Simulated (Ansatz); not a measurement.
# CH6GeO2Si: vertical spin-state energies, by script

Aim: vertical spin-state energies, for CH6GeO2Si, run from a script. SMILES: [OH][GeH]1[CH2]O[SiH2]1.

All numbers are computed with Ansatz 0.2.0, driven from Python. Level of theory: r2SCAN/def2-SVPD.

### 1 The structure

Bond lengths: O1–Ge2 1.727 Å, Ge2–C3 1.954 Å, C3–O4 1.444 Å, Ge2–Si5 2.252 Å, O4–Si5 1.717 Å, O1–H6 1.044 Å, Ge2–H7 1.574 Å, C3–H8 1.046 Å, C3–H9 1.176 Å, Si5–H10 1.461 Å, Si5–H11 1.451 Å. Angles (14 of 20 angles, heavy atoms first): O1–Ge2–C3 110.1°, O1–Ge2–Si5 112.0°, C3–Ge2–Si5 69.5°, Ge2–C3–O4 105.6°, C3–O4–Si5 99.1°, Ge2–Si5–O4 85.5°, O1–Ge2–H7 119.7°, C3–Ge2–H7 117.0°, Si5–Ge2–H7 118.2°, Ge2–O1–H6 106.4°, Ge2–C3–H8 112.3°, Ge2–C3–H9 108.8°, O4–C3–H8 114.4°, O4–C3–H9 107.3°.

No structure file is read: the coordinates are typed or built in the script.

### 2 The script

ch6geo2si.py

```python
import ansatz as az

GEOMETRY = """
O    -1.80230    1.25580    0.26350
Ge   -0.12110    0.88100    0.39470
C     0.11030   -0.95970    1.00970
O     0.65420   -1.67900   -0.11770
Si    0.58620   -0.43010   -1.29410
H    -1.88380    1.99110   -0.47370
H     0.87510    1.95680    0.96770
H    -0.77460   -1.36380    1.39400
H     0.92320   -0.97620    1.85910
H     1.95120   -0.10080   -1.69620
H    -0.45310   -0.63190   -2.28620
"""


def main() -> None:
    geometry = az.Crystal.molecule()
    for line in GEOMETRY.strip().splitlines():
        symbol, *xyz = line.split()
        geometry = geometry.atom(symbol, [float(v) for v in xyz])

    setup = (
        geometry.calculation()
        .basis(gaussian="def2-SVPD")
        .functional("r2scan")
    )
    found = {}
    for unpaired in [0, 2]:
        r = setup.spin("collinear", total=unpaired).run(threads=1, pin="off").report
        s = unpaired / 2
        found[unpaired] = r["free_energy_ev"]
        print(f"2S+1 = {unpaired + 1}: E = {found[unpaired]:.5f} eV, <S^2> = {abs(r['mean_field']['state']['spin_squared']):.3f} (pure state {s * (s + 1):.2f})")
    lowest = min(found, key=found.get)
    for unpaired, e in found.items():
        print(f"multiplicity {unpaired + 1}: {(e - found[lowest]):.3f} eV above the lowest")


if __name__ == "__main__":
    main()
```

### 3 The calls as engine input

The package turns the script's settings into the engine's input (first run):

```yaml
crystal:
  periodic: [false, false, false]
  atoms:
    - { symbol: O, position_ang: [-1.8023, 1.2558, 0.2635] }
    - { symbol: Ge, position_ang: [-0.1211, 0.881, 0.3947] }
    - { symbol: C, position_ang: [0.1103, -0.9597, 1.0097] }
    - { symbol: O, position_ang: [0.6542, -1.679, -0.1177] }
    - { symbol: Si, position_ang: [0.5862, -0.4301, -1.2941] }
    - { symbol: H, position_ang: [-1.8838, 1.9911, -0.4737] }
    - { symbol: H, position_ang: [0.8751, 1.9568, 0.9677] }
    - { symbol: H, position_ang: [-0.7746, -1.3638, 1.394] }
    - { symbol: H, position_ang: [0.9232, -0.9762, 1.8591] }
    - { symbol: H, position_ang: [1.9512, -0.1008, -1.6962] }
    - { symbol: H, position_ang: [-0.4531, -0.6319, -2.2862] }
basis:
  gaussian:
    orbitals: def2-SVPD
hamiltonian:
  xc: r2scan
magnetization:
  spin_polarized: true
  initial_magnetization: 0.0
```

### 4 Running it

Run with:

```sh
$ python ch6geo2si.py
```

**Question.** Which spin state is lowest at this geometry, and how far above lie the others?

As calculated:

| quantity | value |
| --- | --- |
| runs compared | 2 |
| lowest | run 1 (2S+1 = 1) |
| next above it by | 4.308 eV |

**Reading.** In order: multiplicity 1 (+0.00 eV) and multiplicity 3 (+4.31 eV), all at the one geometry. The geometry is a force-field or estimated start, not a minimum of this method, and the basis set is short of its limit. All parts are taken at fixed geometry, without zero-point energy.
